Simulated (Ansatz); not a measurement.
## YCu2S2, space group P-3m1: a scan of the Hubbard U, step by step

Program: Ansatz 0.2.0 through its Python package.

The script reads `ycu2s2.vasp`:
```text
YCu2S2
1.0
   3.92740432    0.00000000    0.00000000
  -1.96370216    3.40123191    0.00000000
   0.00000000    0.00000000    6.41411200
Y Cu S
1 2 2
Direct
   0.00000000    0.00000000    0.00000000
   0.66666667    0.33333333    0.65836100
   0.33333333    0.66666667    0.34163900
   0.66666667    0.33333333    0.26739400
   0.33333333    0.66666667    0.73260600
```

Run as a notebook:

In [1]:
```python
import ansatz as az
from ase.io import read
import numpy as np
import pandas as pd
```

In [2]:
```python
def count_gap(report):
    # lowest empty less highest filled band, counting bands; zero where they overlap
    return max(report.get("gap_by_band_count_ev") or 0.0, 0.0)

atoms = read("ycu2s2.vasp", format="vasp")
cell = az.Crystal.from_ase(atoms)

[site.symbol for site in cell.resolved().sites]
```
Out [2]:
```text
['Y', 'Cu', 'Cu', 'S', 'S']
```

In [3]:
```python
job = (
    cell.calculation()
    .functional("pbe")
    .basis(470)
    .kpoints(6, 6, 4)
    .occupations(az.OccupationsMethod.FERMI_DIRAC, width=0.1)
    .band_table()
)
rows = []
for u in [0.0, 1.5, 3.0, 4.5, 6.0]:
    r = job.hubbard("Cu", "d", u_eff=u).run(threads=1).report
    shell = r["hubbard"]["n_scf"]
    rows.append((u, count_gap(r), sum(shell) / len(shell), r["n_iterations"]))
print(pd.DataFrame(rows, columns=["U_eff eV", "gap by band count eV", "Cu d occupation (projector)", "iterations"]).round(4).to_string(index=False))
print("eigenvalues of the first occupation matrix at the last U, by spin:")
for channel in r["hubbard"]["n_eig"][0]:
    print("  ", " ".join(f"{n:.3f}" for n in channel))
```
```text
 U_eff eV  gap by band count eV  Cu d occupation (projector)  iterations
      0.0                   0.0                       9.7769          13
      1.5                   0.0                       9.8033          12
      3.0                   0.0                       9.8260          11
      4.5                   0.0                       9.8455          11
      6.0                   0.0                       9.8622          11
eigenvalues of the first occupation matrix at the last U, by spin:
   0.980 0.984 0.984 0.992 0.992
```

Notes:
- Spin is left out of this run.
- The mesh is modest for a metal, so energies can be off by several to tens of meV an atom and pressures by half a GPa or more; differences at equal mesh fare better.
- A gap by band count of zero or less means overlapping bands, a metal, and at an odd count of electrons it is no gap at all.
- A Hubbard U without spin forces both spins into the same orbitals, which can open a gap or pick a state that a spin-polarised run wouldn't.
- The structure comes from a database of computed cells and needn't be a stable or known phase.
- Levels are Kohn-Sham eigenvalues on this mesh, without spin-orbit coupling.
- Shell occupations and the effect of U depend on the projectors; a run with no .spin step is spin-unpolarised, and each U may end in a state that isn't the lowest.
- Wall time of the script: 34 s on 1 thread of Arm Neoverse V2, with other jobs on the host, peak memory 0.58 GiB.
